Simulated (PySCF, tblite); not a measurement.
# C₃H₆BClO₂: geometry, infrared bands and NMR shifts

Aim: predict the infrared bands and NMR shifts of C₃H₆BClO₂ (`ClB1OCCCO1`).

Programs: tblite 0.8.0 and PySCF 2.14.0, with density-fitted response routines of our own. Each step states its level of theory. These are calculated values for one molecule in the gas phase, unless marked as measured. Atoms count from 0, in the outputs and in this text.

## (1) The molecule as given

13 atoms, charge 0, multiplicity 1; geometry from: force field or distance geometry start.

Bonds of the start (Å): Cl0–B1 1.85, B1–O2 1.48, O2–C3 1.43, C3–C4 1.54, C4–C5 1.55, C5–O6 1.42, O6–B1 1.47, C3–H7 1.11, C3–H8 1.11, C4–H9 1.12, C4–H10 1.11, C5–H11 1.11, C5–H12 1.11.

## (2) Optimising the geometry with GFN2-xTB

What the job is given:

```
{"job": {"kind": "relax", "xc": "GFN2-xTB", "basis": "xTB"}, "charge": 0, "multiplicity": 1}
Cl     3.129100    -0.049600    -0.116400
B      1.517100     0.078300     0.788300
O      0.744200    -1.150300     1.051500
C     -0.223100    -1.254500     0.001100
C     -1.103900     0.000800    -0.105100
C     -0.198300     1.241700    -0.272500
O      0.764500     1.340200     0.767100
H     -0.875100    -2.121800     0.240200
H      0.280300    -1.488000    -0.962400
H     -1.780500    -0.088900    -0.987000
H     -1.724700     0.110300     0.802700
H      0.303100     1.230600    -1.265300
H     -0.836900     2.151700    -0.231300
```

On the command line:

```
OMP_NUM_THREADS=1 python probes_run.py task.json out
```

This one command runs all jobs of the session in turn.

**Question.** This job is followed by: GFN2-xTB harmonic vibrations, gas phase; GIAO PBE0/pcSseg-1 NMR shielding, non-relativistic, gas phase. What will the session give for the following? strongest single infrared mode (GFN2-xTB); zero-point energy (GFN2-xTB); ¹³C shifts against TMS (PBE0/pcSseg-1, means over atoms taken as alike); ¹H shifts against TMS (PBE0/pcSseg-1, means over atoms taken as alike); ³⁵Cl shifts against HCl (PBE0/pcSseg-1); ¹¹B shifts against BF3·OEt2 (PBE0/pcSseg-1); ¹⁷O shifts against H2O (PBE0/pcSseg-1, means over atoms taken as alike); surface potential, 1st and 99th percentile.

The runs gave:

```
                                                               quantity                  value
                              strongest single infrared mode (GFN2-xTB)  1153 cm⁻¹, 453 km/mol
                                           zero-point energy (GFN2-xTB)          60.6 kcal/mol
¹³C shifts against TMS (PBE0/pcSseg-1, means over atoms taken as alike)         66.9, 30.8 ppm
 ¹H shifts against TMS (PBE0/pcSseg-1, means over atoms taken as alike)         4.33, 1.81 ppm
                                ³⁵Cl shifts against HCl (PBE0/pcSseg-1)                 63 ppm
                            ¹¹B shifts against BF3·OEt2 (PBE0/pcSseg-1)               22.8 ppm
¹⁷O shifts against H2O (PBE0/pcSseg-1, means over atoms taken as alike)              120.9 ppm
                                  surface potential, 1st and 99th percentile     -1.34 V and 1.25 V
```

In words: Relaxing lowered the energy by 1.664 eV in 44 steps; the close pair that moved most is Cl0–B1, from 1.853 to 1.726 Å. No mode is imaginary among the 33: a minimum at this level. The strongest single mode, at 1153 cm⁻¹, is carried by O2, O6, B1, C5. GFN2-xTB is a fitted tight-binding method: band positions and strengths are rough. Its intensities can rank the bands wrongly. H7, H8, H11, H12 (mean) (hydrogen on an sp3 CH2 bonded to O) lies farthest downfield among hydrogen, at 4.33 ppm; its carbon carries O, an electronegative neighbour. At PBE0/pcSseg-1: The widest tensor belongs to Cl0: span 272 ppm, with a paramagnetic part of -261 ppm.
